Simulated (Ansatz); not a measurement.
# BMe2(dmap) (C₇H₁₈BNO): reading failed and doubtful runs

1 input was typed for BMe2(dmap) (C₇H₁₈BNO). Each is run as it stands; the log then has to tell whether the result can be used.

Computed with Ansatz 0.2.0, Gaussian basis. Level: the settings change from run to run.

2 further runs of the same task are left out: 2 set aside as unsound or not needed. Runs told in other sessions of the task aren't counted.

## 1. The relaxed structure

The structure was relaxed beforehand with PBE-D4/def2-SVP.

28 atoms, charge 0, spin multiplicity 1.

Atoms are counted from 1 here; the program's logs count them from 0.

Bond lengths: B1–C2 1.627 Å, B1–C6 1.613 Å, B1–O10 1.470 Å, B1–N14 1.759 Å, C2–H3 1.112 Å, C2–H4 1.111 Å, C2–H5 1.112 Å, C6–H7 1.110 Å, C6–H8 1.113 Å, C6–H9 1.111 Å, O10–C11 1.405 Å, C11–C12 1.529 Å, C11–C13 1.554 Å, C11–H17 1.120 Å, C12–H18 1.107 Å, C12–H19 1.111 Å, C12–H20 1.109 Å, C13–N14 1.490 Å and more. Angles: C2–B1–C6 113.1°, C2–B1–O10 115.4°, C2–B1–N14 107.7°, C6–B1–O10 112.3°, C6–B1–N14 110.7°, O10–B1–N14 96.1°, B1–C2–H3 116.4°, B1–C2–H4 106.6°, B1–C2–H5 114.0°, H3–C2–H4 105.6°, H3–C2–H5 107.4°, H4–C2–H5 106.0°, B1–C6–H7 114.0°, B1–C6–H8 113.4°, B1–C6–H9 108.7°, H7–C6–H8 108.2°, H7–C6–H9 106.3°, H8–C6–H9 105.7° and more.

## 2. Try 1

Input file in.yaml:

```yaml
crystal:
  periodic: [false, false, false]
  atoms:
    - {symbol: B, position_ang: [0.857200, 0.481112, 0.338376]}
    - {symbol: C, position_ang: [0.396741, 0.813113, 1.863128]}
    - {symbol: H, position_ang: [-0.697609, 0.817081, 2.059499]}
    - {symbol: H, position_ang: [0.744095, 1.845648, 2.082300]}
    - {symbol: H, position_ang: [0.869187, 0.160964, 2.629580]}
    - {symbol: C, position_ang: [2.450970, 0.284757, 0.186770]}
    - {symbol: H, position_ang: [2.796140, 0.186150, -0.863563]}
    - {symbol: H, position_ang: [2.846063, -0.580004, 0.764556]}
    - {symbol: H, position_ang: [2.961345, 1.180842, 0.599778]}
    - {symbol: O, position_ang: [0.302787, 1.368000, -0.694948]}
    - {symbol: C, position_ang: [-1.020602, 1.055316, -1.047856]}
    - {symbol: C, position_ang: [-2.029508, 2.105610, -0.581110]}
    - {symbol: C, position_ang: [-1.326413, -0.352360, -0.463962]}
    - {symbol: N, position_ang: [0.000847, -0.965982, -0.176911]}
    - {symbol: C, position_ang: [-0.075418, -2.034122, 0.836671]}
    - {symbol: C, position_ang: [0.606059, -1.488882, -1.423888]}
    - {symbol: H, position_ang: [-1.084599, 1.000612, -2.164667]}
    - {symbol: H, position_ang: [-1.763334, 3.092860, -1.006071]}
    - {symbol: H, position_ang: [-3.060888, 1.853925, -0.907980]}
    - {symbol: H, position_ang: [-2.018622, 2.194741, 0.524058]}
    - {symbol: H, position_ang: [-1.869824, -0.270108, 0.496731]}
    - {symbol: H, position_ang: [-1.922220, -0.995908, -1.145420]}
    - {symbol: H, position_ang: [-0.660212, -2.900209, 0.460515]}
    - {symbol: H, position_ang: [-0.547088, -1.640578, 1.753786]}
    - {symbol: H, position_ang: [0.950430, -2.368514, 1.082549]}
    - {symbol: H, position_ang: [0.744620, -0.652464, -2.131795]}
    - {symbol: H, position_ang: [1.595293, -1.924076, -1.195911]}
    - {symbol: H, position_ang: [-0.045441, -2.267504, -1.874223]}
basis:
  gaussian: {orbitals: "6-31G*", final_grid: {core_spheres: 5, valence_spheres: 4, degree: 11}}
hamiltonian: {xc: {name: HF}}
correlation: {method: mp2, frozen_orbitals: {B: 0}}
accuracy: high
output: {forces: true}
```

On the command line:

```bash
> ansatz run in.yaml --threads 4 --pin off --events-out ev --progress --plain --max-ram 6963MiB
```

Q: Predict the results of all the runs planned.

**Answer**, as computed:

| try | level | ended | cause | time |
| --- | --- | --- | --- | --- |
| 1 | MP2/6-31G* | refused | frozen orbitals are typed for one element alone, and the program wants a count for each | 0.05 s |

1 refused. A refusal costs next to no computing time.
